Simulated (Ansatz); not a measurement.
I need a polarisability from point charges of CH4OSSe, SMILES OC(S)[SeH]. Use the Ansatz DFT code, driven from Python. Settings (for the species named): Hartree-Fock, def2-SVP basis, multiplicity 1.

```yaml
atoms:
  - { symbol: O, position_ang: [-0.4360, 1.2918, -0.9761] }
  - { symbol: C, position_ang: [-0.0473, 0.3457, -0.1020] }
  - { symbol: S, position_ang: [1.6766, 0.0038, -0.4420] }
  - { symbol: Se, position_ang: [-1.0116, -1.2686, -0.3628] }
  - { symbol: H, position_ang: [-1.3904, 1.5901, -0.7015] }
  - { symbol: H, position_ang: [-0.1519, 0.7159, 0.9479] }
  - { symbol: H, position_ang: [1.8656, -0.8235, 0.7071] }
  - { symbol: H, position_ang: [-0.4127, -1.9122, 0.8736] }
```

`ch4osse.py`
```python
'''Dipole of CH4OSSe in the field of point charges.'''

import ansatz as az
import numpy as np

BASIS = 'def2-SVP'
XC = 'HF'


def main() -> None:
    geometry_ang = [
        ('O', (-0.436, 1.2918, -0.9761)),
        ('C', (-0.0473, 0.3457, -0.102)),
        ('S', (1.6766, 0.0038, -0.442)),
        ('Se', (-1.0116, -1.2686, -0.3628)),
        ('H', (-1.3904, 1.5901, -0.7015)),
        ('H', (-0.1519, 0.7159, 0.9479)),
        ('H', (1.8656, -0.8235, 0.7071)),
        ('H', (-0.4127, -1.9122, 0.8736)),
    ]
    mol = az.Crystal.molecule()
    for symbol, xyz in geometry_ang:
        mol = mol.atom(symbol, xyz)

    calc = (
        mol.calculation()
        .basis(gaussian=BASIS)
        .functional(XC)
        .forces()
    )
    # charges +q and -q at -R and +R make a nearly even field 2 k q / R^2 at the centre
    centre = np.mean([site.position_ang for site in mol.cartesian_sites], axis=0)
    field = 2 * 14.399645 * 4.0 / 30.0 ** 2


    def dipole(axis, sign):
        arm = 30.0 * np.eye(3)[axis]
        pair = [{'charge': sign * 4.0, 'position_ang': (centre - arm).tolist()}, {'charge': -sign * 4.0, 'position_ang': (centre + arm).tolist()}]
        deck = calc.input().set(az.key.basis.gaussian.point_charges, pair)
        return np.array(az.Session.from_dict(deck).plan().execute().report['charge_distribution']['dipole_moment_e_ang'])


    print(f'field {field:.4f} V/A')
    alpha = np.array([(dipole(axis, 1) - dipole(axis, -1)) / (2 * field) * 14.399645 for axis in range(3)])
    print('polarisability tensor (A^3)')
    print(np.array2string(alpha, precision=3, suppress_small=True))
    print(f'mean {np.trace(alpha) / 3:.3f} A^3 = {np.trace(alpha) / 3 / 0.14818471:.2f} bohr^3')


if __name__ == '__main__':
    main()
```

Running `python ch4osse.py` prints:
```text
field 0.1280 V/A
polarisability tensor (A^3)
[[ 8.122  0.206  0.403]
 [ 0.208  7.327 -0.865]
 [ 0.402 -0.859  6.215]]
mean 7.221 A^3 = 48.73 bohr^3
```

Reading the output:
- These settings explore the input space; basis and method may be short of convergence.
- The geometry is a force-field or estimated start, not a minimum of this method, and the basis set is short of its limit. The field of two point charges is only nearly even.
- Without diffuse functions polarisabilities are unreliable, as a rule too low, and they change with the bond lengths of this unrelaxed start.
- It ran for 8 s on 1 thread of Intel(R) Xeon(R) 6975P-C (Granite Rapids) (shared host), peak memory 0.27 GiB.

(Lines on the test bed's own set-up are left out of the output.)
